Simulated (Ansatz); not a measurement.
**CH₈OSi₂: small, medium and large basis sets**

An exercise on one series of results from a longer session: the logs are not shown, and one member is left open.

Program: Ansatz 0.2.0, Gaussian basis. Level of theory: one geometry, several basis sets. These are calculated values, not measurements.

Plan: PBE0-D4/def2-SVP; ωB97M-V/def2-SVP; PBE0-D4/def2-QZVPP; ωB97M-V/def2-QZVPP; the functionals' def2-TZVPP values are taken from earlier runs.

## The relaxed structure

An earlier PBE0-D4 in a triple-zeta def2 set relaxation fixed the geometry.

12 atoms, charge 0, spin multiplicity 1.

Atoms are counted from 1 here; the program's logs count them from 0.

Bond lengths: C1–Si2 1.877 Å, C1–H5 1.092 Å, C1–H6 1.092 Å, C1–H7 1.092 Å, Si2–Si3 2.347 Å, Si2–H8 1.492 Å, Si2–H9 1.494 Å, Si3–O4 1.658 Å, Si3–H10 1.494 Å, Si3–H11 1.486 Å, O4–H12 0.958 Å. Angles: Si2–C1–H5 110.6°, Si2–C1–H6 110.6°, Si2–C1–H7 111.0°, H5–C1–H6 108.0°, H5–C1–H7 108.3°, H6–C1–H7 108.3°, C1–Si2–Si3 112.0°, C1–Si2–H8 110.5°, C1–Si2–H9 109.8°, Si3–Si2–H8 108.8°, Si3–Si2–H9 108.4°, H8–Si2–H9 107.1°, Si2–Si3–O4 112.0°, Si2–Si3–H10 109.6°, Si2–Si3–H11 110.9°, O4–Si3–H10 111.0°, O4–Si3–H11 105.0°, H10–Si3–H11 108.2° and more.

The first run:

Input file in.yaml:

```yaml
crystal:
  periodic: [false, false, false]
  atoms:
    - {symbol: C, position_ang: [-0.523696, 1.795241, 0.338077]}
    - {symbol: Si, position_ang: [-0.297570, 0.383219, -0.878053]}
    - {symbol: Si, position_ang: [0.930308, -1.388858, 0.049766]}
    - {symbol: O, position_ang: [0.172757, -2.044846, 1.371249]}
    - {symbol: H, position_ang: [0.442889, 2.216006, 0.623538]}
    - {symbol: H, position_ang: [-1.019760, 1.445030, 1.245936]}
    - {symbol: H, position_ang: [-1.129146, 2.593311, -0.096814]}
    - {symbol: H, position_ang: [0.399154, 0.859903, -2.108384]}
    - {symbol: H, position_ang: [-1.631786, -0.137900, -1.302542]}
    - {symbol: H, position_ang: [1.180159, -2.427192, -0.994520]}
    - {symbol: H, position_ang: [2.244696, -0.915463, 0.556809]}
    - {symbol: H, position_ang: [-0.691106, -2.433749, 1.228939]}
basis:
  gaussian: {orbitals: def2-SVP}
hamiltonian: {xc: pbe0, dispersion: d4}
output: {orbitals: {seedname: orbitals}}
```

The run is started by

```
$ ansatz run in.yaml --threads 4 --pin off --events-out ev --progress --plain --max-ram 10444MiB
```

Among the steps run: PBE0-D4 in def2-SVP; ωB97M-V in def2-SVP; PBE0-D4 in def2-QZVPP; ωB97M-V in def2-QZVPP.

One table of the session follows, with a row left open; its other results are not shown here.

| functional | basis | HOMO (eV) | LUMO (eV) |
| --- | --- | --- | --- |
| PBE0-D4 | def2-SVP | -7.49 | 0.09 |
| PBE0-D4 | def2-TZVPP | -7.55 | -0.32 |
| PBE0-D4 | def2-QZVPP | -7.57 | -0.46 |
| ωB97M-V | def2-SVP | -9.53 | 1.93 |
| ωB97M-V | def2-TZVPP | ? | ? |
| ωB97M-V | def2-QZVPP | -9.64 | 1.04 |

Q: Estimate the row for ωB97M-V, def2-TZVPP from the others.

The run gave: HOMO (eV): -9.62; LUMO (eV): 1.35. In the column «HOMO (eV)» it lies between ωB97M-V, def2-QZVPP (-9.64) and ωB97M-V, def2-SVP (-9.53).
